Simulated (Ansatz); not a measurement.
# CH₃BGeO: a ladder of functionals and wavefunction methods

An exercise on one series of results from a longer session: the logs are not shown, and one member is left open.

Computed with Ansatz 0.2.0, Gaussian basis. Level: functionals in def2-TZVPP, the program's frozen cores in correlated methods.

Plan: LDA (SPW92), PBE-D4, revPBE-D4, BLYP-D4, r2SCAN-D4, B97M-V, PBE0-D4, B3LYP-D4, r2SCANh-D4, r2SCAN0-D4, HSE06-D4, BHLYP-D4, CAM-B3LYP-D4, LC-ωPBE, ωB97X-V, ωB97M-V, B2PLYP, PBE-QIDH; CCSD(T)/def2-SVP; CCSD(T)/def2-TZVPP; MP2/def2-QZVPP; extrapolation to the limit; RPA on PBE.

### The geometry

An earlier PBE0-D4 in a triple-zeta def2 set relaxation fixed the geometry.

7 atoms, charge 0, spin multiplicity 1.

Atoms are counted from 1 here; the program's logs count them from 0.

Bond lengths: O1–C2 1.144 Å, C2–B3 1.460 Å, B3–Ge4 1.900 Å, B3–H5 1.187 Å, Ge4–H6 1.532 Å, Ge4–H7 1.533 Å. Angles: O1–C2–B3 177.8°, C2–B3–Ge4 108.2°, C2–B3–H5 122.8°, Ge4–B3–H5 129.0°, B3–Ge4–H6 125.3°, B3–Ge4–H7 123.6°, H6–Ge4–H7 111.0°.

The first run:

in.yaml

```yaml
crystal:
  periodic: [false, false, false]
  atoms:
    - {symbol: O, position_ang: [0.139627, -2.579298, 0.178128]}
    - {symbol: C, position_ang: [0.493323, -1.496478, 0.070473]}
    - {symbol: B, position_ang: [0.891414, -0.098579, -0.064220]}
    - {symbol: Ge, position_ang: [-0.679116, 0.970554, -0.030390]}
    - {symbol: H, position_ang: [2.023514, 0.239966, -0.172418]}
    - {symbol: H, position_ang: [-0.714163, 2.498021, -0.143535]}
    - {symbol: H, position_ang: [-2.093399, 0.397913, 0.116263]}
basis:
  gaussian: {orbitals: def2-TZVPP}
hamiltonian: {xc: lda}
output: {orbitals: {seedname: orbitals}}
```

Command:

```sh
$ ansatz run in.yaml --threads 2 --pin off --events-out ev --progress --plain --max-ram 4352MiB
```

Among the steps run: LDA; PBE-D4 (GGA); revPBE-D4 (GGA); BLYP-D4 (GGA); r2SCAN-D4 (meta-GGA); B97M-V (meta-GGA); B3LYP-D4 (hybrid); r2SCANh-D4 (hybrid); r2SCAN0-D4 (hybrid); HSE06-D4 (hybrid); BHLYP-D4 (hybrid); CAM-B3LYP-D4 (range-separated); LC-ωPBE (range-separated); ωB97X-V (range-separated); ωB97M-V (range-separated); B2PLYP (double hybrid); PBE-QIDH (double hybrid).

One of the session's tables, all rows but one given; the rest of the session is left out.

It belongs to the step «Orbital energies across the functionals». 

| functional | HOMO (eV) | LUMO (eV) | gap (eV) |
| --- | --- | --- | --- |
| LDA (SPW92) | -5.71 | -3.35 | 2.37 |
| PBE-D4 | -5.51 | -3.11 | 2.40 |
| revPBE-D4 | -5.44 | -3.02 | 2.42 |
| BLYP-D4 | -5.35 | -2.99 | 2.36 |
| r2SCAN-D4 | -5.69 | -3.06 | 2.63 |
| B97M-V | -5.59 | -2.96 | 2.63 |
| PBE0-D4 | -6.32 | -2.40 | 3.92 |
| B3LYP-D4 | -6.16 | -2.59 | 3.57 |
| r2SCANh-D4 | ? | ? | ? |
| r2SCAN0-D4 | -6.45 | -2.39 | 4.07 |
| HSE06-D4 | -5.94 | -2.77 | 3.17 |
| BHLYP-D4 | -6.98 | -1.58 | 5.41 |
| CAM-B3LYP-D4 | -7.40 | -1.44 | 5.96 |
| LC-ωPBE | -8.50 | -0.45 | 8.05 |
| ωB97X-V | -8.25 | -0.47 | 7.78 |
| ωB97M-V | -8.18 | -0.55 | 7.63 |

**Question.** Estimate the row for r2SCANh-D4.

Worked estimate for «HOMO (eV)». Against the share of exact exchange, r2SCAN-D4 (0, -5.69), r2SCAN0-D4 (0.25, -6.45) give a slope of -3.04 per unit share; at 0.1 the line stands at -5.99.

**Answer.** HOMO (eV): -5.99; LUMO (eV): -2.79; gap (eV): 3.20. In «HOMO (eV)» the line misses by 0.00.
